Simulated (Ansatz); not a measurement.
**CH3CuO: rigid scan of one bond length from a Python script**

How does the energy of CH3CuO change as one bond is stretched? Aim: a rigid scan of one bond length, for CH3CuO, run from a script. SMILES: C[O][Cu].

Program: Ansatz 0.2.0 through its Python package. Level of theory: B3LYP/def2-SVP. These are calculated values, not measurements.

## 1. Starting point

Bond lengths: C1–O2 1.457 Å, O2–Cu3 2.375 Å, C1–H4 1.059 Å, C1–H5 1.075 Å, C1–H6 1.103 Å. Angles: C1–O2–Cu3 102.4°, O2–C1–H4 107.8°, O2–C1–H5 107.6°, O2–C1–H6 104.9°, H4–C1–H5 109.3°, H4–C1–H6 113.1°, H5–C1–H6 113.8°.

No structure file is read: the coordinates are typed or built in the script.

## 2. The code

The input, scan_ch3cuo.py:

```python
'''Potential curve of CH3CuO along one bond.'''

import logging
import sys

import ansatz as az
import numpy as np

logging.basicConfig(stream=sys.stdout, format='%(levelname)s:%(name)s:%(message)s')
logger = logging.getLogger('run')
logger.setLevel(logging.INFO)

geometry_ang = [
    ('C', (0.5414, -0.2026, -0.0064)),
    ('O', (-0.1784, 0.9442, -0.5449)),
    ('Cu', (-2.407, 0.5275, 0.1638)),
    ('H', (0.1327, -1.0767, -0.4435)),
    ('H', (1.571, -0.1067, -0.2996)),
    ('H', (0.3824, -0.1497, 1.0843)),
]
mol = az.Crystal.molecule()
for symbol, xyz in geometry_ang:
    mol = mol.atom(symbol, xyz)

symbols = [site.symbol for site in mol.cartesian_sites]
start = np.array([site.position_ang for site in mol.cartesian_sites])
axis = (start[3] - start[0]) / np.linalg.norm(start[3] - start[0])
moving = [3]
lengths, energies = [0.932, 0.975, 1.017, 1.059, 1.102, 1.144, 1.186, 1.25], []
for length in lengths:
    xyz = start.copy()
    xyz[moving] += (length - np.linalg.norm(start[3] - start[0])) * axis
    point = az.Crystal.molecule()
    for symbol, place in zip(symbols, xyz):
        point = point.atom(symbol, place.tolist())
    base = point.calculation().basis(gaussian='def2-SVP').functional('b3lyp')
    data = base.run().report
    energies.append(data['free_energy_ev'])
    logger.info(f'r = {length:6.3f} A  E = {energies[-1]:.5f} eV  <S^2> = {abs(data["mean_field"]["state"]["spin_squared"]):.3f}')

# quartic fit about the minimum
fit = np.polynomial.Polynomial.fit(lengths, np.array(energies) - min(energies), 4).convert()
roots = [r.real for r in fit.deriv().roots() if abs(r.imag) < 1e-9 and fit.deriv(2)(r.real) > 0]
r_e = min(roots, key=lambda r: abs(r - lengths[int(np.argmin(energies))]))
logger.info(f'minimum of the fit at {r_e:.4f} A, force constant {fit.deriv(2)(r_e):.2f} eV/A^2')
```

## 3. The input behind the calls

The package turns the script's settings into the engine's input (first run):

```yaml
crystal:
  periodic: [false, false, false]
  atoms:
    - { symbol: C, position_ang: [0.5414, -0.2026, -0.0064] }
    - { symbol: O, position_ang: [-0.1784, 0.9442, -0.5449] }
    - { symbol: Cu, position_ang: [-2.407, 0.5275, 0.1638] }
    - { symbol: H, position_ang: [0.1818192241342872, -0.9716471156942, -0.3909675486442453] }
    - { symbol: H, position_ang: [1.571, -0.1067, -0.2996] }
    - { symbol: H, position_ang: [0.3824, -0.1497, 1.0843] }
basis:
  gaussian:
    orbitals: def2-SVP
hamiltonian:
  xc: b3lyp
```

## 4. Launch

Command:

```console
$ python scan_ch3cuo.py
```

The log of the run:

```text
INFO:run:r =  0.932 A  E = -47763.01570 eV  <S^2> = 0.000
INFO:run:r =  0.975 A  E = -47763.34634 eV  <S^2> = 0.000
INFO:run:r =  1.017 A  E = -47763.55050 eV  <S^2> = 0.000
INFO:run:r =  1.059 A  E = -47763.66225 eV  <S^2> = 0.000
INFO:run:r =  1.102 A  E = -47763.70171 eV  <S^2> = 0.000
INFO:run:r =  1.144 A  E = -47763.68338 eV  <S^2> = 0.000
INFO:run:r =  1.186 A  E = -47763.62183 eV  <S^2> = 0.000
INFO:run:r =  1.250 A  E = -47763.46772 eV  <S^2> = 0.000
INFO:run:minimum of the fit at 1.1074 A, force constant 30.41 eV/A^2
```

Wall time 20 s (1 thread of Arm Neoverse V1, shared host); peak memory 0.21 GiB.

## 5. What changed from run to run

The engine's inputs for some of the other runs:

Run 3, against run 1:

```diff
@@ -7 +7 @@
-    - { symbol: H, position_ang: [0.1818192241342872, -0.9716471156942, -0.3909675486442453] }
+    - { symbol: H, position_ang: [0.14902484006928127, -1.04178553289807, -0.4260407692824007] }
```

Run 4, against run 1:

```diff
@@ -7 +7 @@
-    - { symbol: H, position_ang: [0.1818192241342872, -0.9716471156942, -0.3909675486442453] }
+    - { symbol: H, position_ang: [0.13282055617833713, -1.0764421625752765, -0.443371066538901] }
```

Run 7, against run 1:

```diff
@@ -7 +7 @@
-    - { symbol: H, position_ang: [0.1818192241342872, -0.9716471156942, -0.3909675486442453] }
+    - { symbol: H, position_ang: [0.083821888222387, -1.1812372094563532, -0.49577458443355676] }
```

Lines on the test bed's own set-up are left out of the output.

## 6. Run by run

From the records of these 8 runs:

| run | distance (Å) | energy from run 5 (eV) | SCF cycles | CPU time (s) |
| --- | --- | --- | --- | --- |
| 1 | 0.93 | 0.6860 | 20 | 2.4 |
| 2 | 0.97 | 0.3554 | 20 | 2.4 |
| 3 | 1.02 | 0.1512 | 20 | 2.5 |
| 4 | 1.06 | 0.0395 | 20 | 2.3 |
| 5 | 1.10 | 0.0000 | 20 | 2.4 |
| 6 | 1.14 | 0.0183 | 20 | 2.4 |
| 7 | 1.19 | 0.0799 | 20 | 2.4 |
| 8 | 1.25 | 0.2340 | 20 | 2.5 |

## 7. Summary of results

```
                        quantity     value
bond length at the fit's minimum  1.1074 Å
                   runs compared         8
                 range of energy  0.686 eV
      lowest point, distance (Å)      1.10
```

In words: The curve has its lowest point inside the range, at 1.10. The ends stand 0.686 and 0.234 eV above it. The distance scanned is the script's pair 0, 3. The rest of the molecule is held rigid at a force-field or estimated start geometry, and the basis set is modest; single-reference methods fail as a bond breaks. b3lyp holds the VWN-RPA fit, as in Gaussian; the form of ORCA and Turbomole is b3lyp5. The orbitals are restricted, so S² is zero by construction.
